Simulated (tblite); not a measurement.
**CH5FInNSi (SMILES [F][In]1[CH2][SiH2][NH]1): GFN1-xTB**

We compute an optimisation with harmonic vibrations of CH5FInNSi. Input form: an ASE script.

The calculation is run with tblite 0.8.0.

9 further runs of the same task are left out: 1 that didn't finish, 8 set aside as unsound or not needed.

**1. The system as given**

CH5FInNSi has 10 atoms, charge 0, and is taken as a singlet. As SMILES, `[F][In]1[CH2][SiH2][NH]1`. The shape comes from GFN2-xTB, which is rough for such elements, and wasn't checked as a minimum. The run starts from this shape.

Bond lengths: F1–In2 2.015 Å, In2–C3 2.274 Å, C3–Si4 1.919 Å, In2–N5 2.145 Å, Si4–N5 1.701 Å, C3–H6 1.083 Å, C3–H7 1.083 Å, Si4–H8 1.469 Å, Si4–H9 1.469 Å, N5–H10 1.008 Å. Some angles: F1–In2–C3 161.5°, F1–In2–N5 122.3°, C3–In2–N5 76.0°, In2–C3–Si4 88.1°, C3–Si4–N5 97.4°, In2–N5–Si4 98.4°, In2–C3–H6 110.4°, In2–C3–H7 110.3°, Si4–C3–H6 117.3°, Si4–C3–H7 117.3°.

**2. An optimisation with harmonic vibrations at GFN1-xTB**

File run.py:

```python
import json
import numpy as np
from ase.io.zmatrix import parse_zmatrix
from tblite.ase import TBLite
from ase.units import kJ, mol as mol_
from ase.units import Debye
from ase.optimize import LBFGS
from ase.vibrations import Vibrations
from ase.thermochemistry import IdealGasThermo

mol = parse_zmatrix("""
F
In 1 2.015287
C 2 2.273687 1 161.54511
Si 3 1.918506 2 88.11147 1 -173.37151
N 4 1.700977 3 97.40947 2 -0.97112
H 3 1.083214 4 117.3148 5 -113.03377
H 3 1.083112 6 110.95533 4 138.55933
H 4 1.469356 5 116.06565 2 -112.65422
H 4 1.468784 8 110.6777 5 134.89908
H 5 1.008276 4 121.29968 9 -66.04975
""")
start = mol.get_positions()

mol.calc = TBLite(
    method="GFN1-xTB",
    charge=0,
    multiplicity=1,
    accuracy=0.1,
    verbosity=0,
)
opt = LBFGS(mol, trajectory="opt.traj", logfile="-")
done = opt.run(fmax=0.005, steps=300)
print("converged:", done, "after", opt.nsteps, "steps")
print("Final positions (angstrom):")
for a in mol:
    print(f"{a.symbol:<2} {a.x:12.6f} {a.y:12.6f} {a.z:12.6f}")
print(f"Energy: {mol.get_potential_energy() / (kJ / mol_):.6f} kJ/mol")
print(f"Dipole: {np.linalg.norm(mol.get_dipole_moment()) / Debye:.4f} D")
for a, q in zip(mol, mol.get_charges()):
    print(f"{a.symbol}{a.index + 1} {q:+.4f}")
vib = Vibrations(mol, delta=0.01, nfree=2)
vib.run()
vib.summary()
nvib = 3 * len(mol) - 6
keep = np.sort(np.argsort(np.abs(vib.get_energies()))[-nvib:])  # drop translations and rotations, keep imaginary modes
hnu = vib.get_energies()[keep]
thermo = IdealGasThermo(vib_energies=hnu, potentialenergy=mol.get_potential_energy(), atoms=mol, geometry="nonlinear",
                        symmetrynumber=1, spin=0.0, ignore_imag_modes=True)
G = thermo.get_gibbs_energy(temperature=373.15, pressure=101325.0)
H, S = thermo.get_enthalpy(373.15, verbose=False), thermo.get_entropy(373.15, 101325.0, verbose=False)
json.dump(dict(energy=mol.get_potential_energy(), forces=mol.get_forces().tolist(), dipole=mol.get_dipole_moment().tolist(), charges=mol.get_charges().tolist(),
               symbols=mol.get_chemical_symbols(), start=start.tolist(), final=mol.positions.tolist(), success=bool(done), hnu=[[e.real, e.imag] for e in hnu], G=G, H=H, S=S, zpe=thermo.get_ZPE_correction()), open("results.json", "w"))
```

The run is started by

```sh
python run.py
```

Q: Predict the results. Wanted: total energy; dipole moment; largest force on an atom; lowest harmonic wavenumber; highest harmonic wavenumber.

Answer, from the run:

At GFN1-xTB:

| quantity | value |
| --- | --- |
| total energy | -16.54064 Eh |
| dipole moment | 3.04 D |
| largest force on an atom | 0.005 eV/Å |
| lowest harmonic wavenumber | 57i cm⁻¹ (imaginary) |
| highest harmonic wavenumber | 3471 cm⁻¹ |

**Reading.** At the final geometry: Bond lengths: F1–In2 2.001 Å, In2–C3 2.268 Å, C3–Si4 1.938 Å, In2–N5 2.299 Å, Si4–N5 1.678 Å, C3–H6 1.092 Å, C3–H7 1.092 Å, Si4–H8 1.456 Å, Si4–H9 1.456 Å, N5–H10 1.008 Å. Some angles: F1–In2–C3 163.0°, F1–In2–N5 120.6°, C3–In2–N5 76.2°, In2–C3–Si4 87.9°, C3–Si4–N5 102.2°, In2–N5–Si4 93.6°, In2–C3–H6 108.1°, In2–C3–H7 107.9°, Si4–C3–H6 120.9°, Si4–C3–H7 120.7°. 2 modes are imaginary (lowest 57i cm⁻¹): a higher-order saddle point. Mulliken charges run from -0.50 on N5 to +0.62 on In2.
